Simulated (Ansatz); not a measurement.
**C₂H₄BrNSi: one species, many methods**

How much do the methods differ for C₂H₄BrNSi? The plan is to run it at one geometry with functionals of several rungs and with coupled cluster. The yardstick is the atomisation energy at the CCSD(T) limit.

Method: functionals in def2-TZVPP, the program's frozen cores in correlated methods; program: Ansatz 0.2.0, Gaussian basis.

Plan: PBE-D4, r2SCAN-D4, PBE0-D4, B3LYP-D4, ωB97X-V, ωB97M-V, B2PLYP; CCSD(T)/def2-TZVPP; MP2/def2-QZVPP; extrapolation to the limit.

### Step 1. The relaxed structure

The geometry comes from an earlier relaxation with PBE0-D4 in a triple-zeta def2 set; it is a stationary point, not always the lowest conformer.

SMILES `Br[SiH2]C1=CN1`, 9 atoms, charge 0, spin multiplicity 1.

Atoms are counted from 1 here; the program's logs count them from 0.

Bond lengths: Br1–Si2 2.223 Å, Si2–C3 1.816 Å, Si2–H6 1.479 Å, Si2–H7 1.479 Å, C3–C4 1.281 Å, C3–N5 1.555 Å, C4–N5 1.451 Å, C4–H8 1.077 Å, N5–H9 1.024 Å. Angles: Br1–Si2–C3 108.4°, Br1–Si2–H6 107.3°, Br1–Si2–H7 108.6°, C3–Si2–H6 110.6°, C3–Si2–H7 109.6°, H6–Si2–H7 112.1°, Si2–C3–C4 160.5°, Si2–C3–N5 138.6°, C4–C3–N5 60.6°, C3–C4–N5 69.1°, C3–C4–H8 152.9°, N5–C4–H8 137.9°, C3–N5–C4 50.3°, C3–N5–H9 107.6°, C4–N5–H9 108.2°.

Coordinates:

```xyz
9

Br   -2.62380    0.99281   -0.61951
Si   -0.95608    0.71406    0.82334
C     0.35989   -0.23289    0.00459
C     1.19698   -1.16982   -0.24505
N     1.42412   -0.02735   -1.11091
H    -0.47227    2.05911    1.20114
H    -1.46116   -0.04295    1.98920
H     1.65050   -2.12674   -0.04972
H     0.97042   -0.21254   -2.01018
```

### Step 2. PBE-D4 (GGA)

in.yaml

```yaml
crystal:
  periodic: [false, false, false]
  atoms:
    - {symbol: Br, position_ang: [-2.623799, 0.992807, -0.619511]}
    - {symbol: Si, position_ang: [-0.956082, 0.714060, 0.823340]}
    - {symbol: C, position_ang: [0.359888, -0.232888, 0.004591]}
    - {symbol: C, position_ang: [1.196984, -1.169821, -0.245052]}
    - {symbol: N, position_ang: [1.424124, -0.027350, -1.110914]}
    - {symbol: H, position_ang: [-0.472273, 2.059115, 1.201141]}
    - {symbol: H, position_ang: [-1.461163, -0.042953, 1.989205]}
    - {symbol: H, position_ang: [1.650502, -2.126736, -0.049717]}
    - {symbol: H, position_ang: [0.970419, -0.212535, -2.010183]}
basis:
  gaussian: {orbitals: def2-TZVPP}
hamiltonian: {xc: pbe, dispersion: d4}
output: {forces: true, orbitals: {seedname: orbitals}}
```

The run is started by

```
$ ansatz run in.yaml --threads 4 --pin off --events-out ev --progress --plain --max-ram 10444MiB
```

Further steps of the session: r2SCAN-D4 (meta-GGA); PBE0-D4 (hybrid); B3LYP-D4 (hybrid); ωB97X-V (range-separated); ωB97M-V (range-separated); B2PLYP (double hybrid); CCSD(T) in def2-TZVPP; MP2 in def2-QZVPP.

Q: Predict the results of all the runs planned. Wanted: atomisation energy, CCSD(T)/CBS; farthest; mean size of error, hybrid; mean size of error, range-separated; gap, smallest and largest; T1 diagnostic; triples share of the correlation energy.

As calculated:

| quantity | value |
| --- | --- |
| atomisation energy, CCSD(T)/CBS | 3161.1 kJ/mol |
| functionals within 31.6 kJ/mol (1.0 %) | r2SCAN-D4, PBE0-D4, B3LYP-D4, ωB97X-V, ωB97M-V |
| farthest | PBE-D4 (+107.3 kJ/mol) |
| mean size of error, hybrid | 14.1 kJ/mol |
| mean size of error, range-separated | 8.4 kJ/mol |
| gap, smallest and largest | 2.86 eV (PBE-D4), 9.58 eV (ωB97X-V) |
| T1 diagnostic | 0.0103 |
| triples share of the correlation energy | 4.3 % |

PBE-D4 misses by +107.3 kJ/mol. Double hybrids carry the basis error of their MP2 part in triple zeta, and no dispersion term here, so their miss is partly the set-up's. Misses under about 31.6 kJ/mol are within the doubt on the reference itself, which lacks core-valence correlation, relativity and higher excitations, and its outer-core shells are covered unevenly. All levels share the lack of spin-orbit coupling, which lowers the free heavy atoms and so the true binding. Hartree-Fock recovers 67 % of the binding; the rest is correlation. Orbital gaps span 2.9 to 9.6 eV; exact exchange widens them. The restricted reference is unstable towards a spin-broken one. Correlated methods include outer-core shells of Br, which these sets cover unevenly.
